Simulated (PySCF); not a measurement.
**[Yb(H2O)2]3+: other functionals and bases at one geometry**

The task here is to estimate one member of a computed series from the others.

Method: several levels, as the steps say, no spin–orbit coupling; program: PySCF 2.14.0.

3 further runs of the same task are left out: 2 for a known fault of the program, 1 that didn't finish.

## Where the work starts

7 atoms, charge 3, spin multiplicity 1.

Bond lengths: Yb1–O2 2.165 Å, Yb1–O5 2.167 Å, O2–H3 0.999 Å, O2–H4 1.000 Å, O5–H6 1.000 Å, O5–H7 1.000 Å. Angles: O2–Yb1–O5 109.8°, Yb1–O2–H3 129.1°, Yb1–O2–H4 128.2°, H3–O2–H4 102.7°, Yb1–O5–H6 129.2°, Yb1–O5–H7 128.1°, H6–O5–H7 102.7°.

Coordinates:

```
Yb   -1.0335   -0.3193   -0.0127
O     0.1504   -0.0047    1.7729
H     1.0162    0.4822    1.8762
H    -0.0498   -0.2992    2.7074
O     0.1670    0.0860   -1.7704
H     1.0737   -0.2602   -2.0095
H    -0.0708    0.6463   -2.5639
```

Formal oxidation states: Yb +3. Each metal's 13 4f electrons lie in its core potential, so multiplicities, spins and levels count the valence alone. An earlier session relaxed this geometry at B3LYP, Yb lcecp-1-SVP with ECP59, O def2-SVP, H def2-SVP (singlet, point group C1).

At B3LYP on the finer grid: E = -190.942619 Eh, HOMO -26.60 eV, LUMO -19.38 eV, Mulliken charge on Yb1 +2.16 e, largest force component 0.019 eV/Å. 

Levels to run: revPBE; wB97X; PBE0; BLYP; B3LYP, TZVP. Hardware: 2 threads of Arm Neoverse V1, shared host.

The first run:

run.py (the lines that set the calculation)

```python
mol = gto.M(atom='''
Yb    -1.03349    -0.31927    -0.01273
O      0.15036    -0.00469     1.77290
H      1.01615     0.48215     1.87617
H     -0.04981    -0.29924     2.70740
O      0.16700     0.08602    -1.77038
H      1.07369    -0.26019    -2.00947
H     -0.07078     0.64635    -2.56388''',
    basis={'Yb': 'lcecp-1-SVP', 'O': 'def2-SVP', 'H': 'def2-SVP'},
    ecp={'Yb': 'lcecp-1-SVP'},
    charge=3, spin=0)
mf = dft.RKS(mol, xc='PBE_R,PBE')
mf.grids.atom_grid = (75, 302)  # f atoms: unpruned, at least (60, 302)
mf = mf.density_fit()  # fitting sets: Yb AutoAux, O def2-universal-JKFIT, H def2-universal-JKFIT
mf.conv_tol = 1e-08; mf.max_cycle = 55
mf.kernel(dm0)  # dm0: the density of the relaxed state
```

The run is started by

```sh
$ OMP_NUM_THREADS=2 python run.py
```

Steps of the session up to this table: revPBE; wB97X; PBE0; BLYP; B3LYP, TZVP.

One of the session's tables, all rows but one given; the rest of the session is left out.

```
               level  HOMO (eV)  gap (eV)  charge on Yb1 (e)  dipole (D)  largest force component (eV/Å)
B3LYP (relaxed here)     -26.60      7.23               2.16        3.55                            0.02
              revPBE     -25.10      5.27               2.10        3.74                            0.27
               wB97X          ?         ?                  ?           ?                               ?
                PBE0     -26.91      7.99               2.20        3.48                            0.17
                BLYP     -25.04      5.07               2.08        3.81                            0.39
         B3LYP, TZVP     -26.60      7.28               2.38        3.56                            0.28
```

Q: Estimate the row for wB97X from the others.

**Answer.** HOMO (eV): -29.43; gap (eV): 13.07; charge on Yb1 (e): 2.22; dipole (D): 3.29; largest force component (eV/Å): 0.21. In the column «HOMO (eV)» it is the lowest.

The dipole of a charged species depends on the origin, so these sizes hold for this origin alone.

In one basis the HOMO–LUMO gap runs from 5.07 eV (BLYP) to 13.07 eV (wB97X). The largest leftover force, 0.39 eV/Å with BLYP, stands at a geometry relaxed at another level. With 4f in the core, its levels are missing from HOMO and gap, and its count is fixed, so no charge can pass from the ligands into it. Total energies of different levels can't be compared.
